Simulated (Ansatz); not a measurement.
# CH5BN2O: a ladder of functionals and wavefunction methods

The task here is to estimate one member of a computed series from the others.

Computed with Ansatz 0.2.0, Gaussian basis. Level: functionals in def2-TZVPP, the program's frozen cores in correlated methods.

The runs, in order: LDA (SPW92), PBE-D4, revPBE-D4, BLYP-D4, r2SCAN-D4, B97M-V, PBE0-D4, B3LYP-D4, r2SCANh-D4, r2SCAN0-D4, HSE06-D4, BHLYP-D4, CAM-B3LYP-D4, LC-ωPBE, ωB97X-V, ωB97M-V, B2PLYP, PBE-QIDH; CCSD(T)/def2-SVP; CCSD(T)/def2-TZVPP; MP2/def2-QZVPP; extrapolation to the limit; RPA on PBE.

## The relaxed structure

An earlier PBE0-D4 in a triple-zeta def2 set relaxation fixed the geometry.

SMILES `N=C(N)BO`, 10 atoms, charge 0, spin multiplicity 1.

Atoms are counted from 1 here; the program's logs count them from 0.

Bond lengths: N1–C2 1.280 Å, N1–H6 1.017 Å, C2–N3 1.368 Å, C2–B4 1.581 Å, N3–H7 1.007 Å, N3–H8 1.003 Å, B4–O5 1.347 Å, B4–H9 1.204 Å, O5–H10 0.960 Å. Angles: C2–N1–H6 109.5°, N1–C2–N3 119.9°, N1–C2–B4 124.2°, N3–C2–B4 115.9°, C2–N3–H7 117.4°, C2–N3–H8 119.2°, H7–N3–H8 117.3°, C2–B4–O5 116.9°, C2–B4–H9 122.5°, O5–B4–H9 120.6°, B4–O5–H10 114.0°.

The first run:

in.yaml

```yaml
crystal:
  periodic: [false, false, false]
  atoms:
    - {symbol: N, position_ang: [-1.544683, -0.061184, -0.719965]}
    - {symbol: C, position_ang: [-0.479226, -0.358007, -0.074912]}
    - {symbol: N, position_ang: [-0.356283, -1.588751, 0.510535]}
    - {symbol: B, position_ang: [0.735355, 0.631553, 0.136898]}
    - {symbol: O, position_ang: [0.595159, 1.880940, -0.347446]}
    - {symbol: H, position_ang: [-1.487450, 0.900728, -1.044426]}
    - {symbol: H, position_ang: [-1.043815, -2.285566, 0.272892]}
    - {symbol: H, position_ang: [0.553241, -1.913462, 0.781659]}
    - {symbol: H, position_ang: [1.751308, 0.299646, 0.691182]}
    - {symbol: H, position_ang: [1.359495, 2.442904, -0.203618]}
basis:
  gaussian: {orbitals: def2-TZVPP}
hamiltonian: {xc: lda}
output: {orbitals: {seedname: orbitals}}
```

Steps of the session up to this table: LDA; PBE-D4 (GGA); revPBE-D4 (GGA); BLYP-D4 (GGA); r2SCAN-D4 (meta-GGA); B97M-V (meta-GGA); PBE0-D4 (hybrid); B3LYP-D4 (hybrid); r2SCANh-D4 (hybrid); r2SCAN0-D4 (hybrid); HSE06-D4 (hybrid); BHLYP-D4 (hybrid); CAM-B3LYP-D4 (range-separated); LC-ωPBE (range-separated); ωB97X-V (range-separated); ωB97M-V (range-separated); B2PLYP (double hybrid); PBE-QIDH (double hybrid).

One of the session's tables, all rows but one given; the rest of the session is left out.

It belongs to the step «Frontier levels by functional». 

```
  functional  HOMO (eV)  gap (eV)
 LDA (SPW92)      -5.63      3.20
      PBE-D4      -5.50      3.34
   revPBE-D4      -5.44      3.39
     BLYP-D4      -5.37      3.35
   r2SCAN-D4      -5.75      3.80
      B97M-V      -5.79      3.86
     PBE0-D4      -6.75      5.52
    B3LYP-D4      -6.52      5.07
  r2SCANh-D4      -6.22      4.61
  r2SCAN0-D4      -6.92      5.82
    HSE06-D4      -6.34      4.74
    BHLYP-D4          ?         ?
CAM-B3LYP-D4      -8.11      7.99
     LC-ωPBE      -9.47     10.55
     ωB97X-V      -9.09     10.09
     ωB97M-V      -9.01      9.84
```

**Question.** Estimate the row for BHLYP-D4.

Worked estimate for «HOMO (eV)». Against the share of exact exchange, BLYP-D4 (0, -5.37), B3LYP-D4 (0.2, -6.52) give a slope of -5.75 per unit share; at 0.5 the line stands at -8.24.

The run gave: HOMO (eV): -7.88; gap (eV): 7.67. In «HOMO (eV)» the line misses by -0.36.
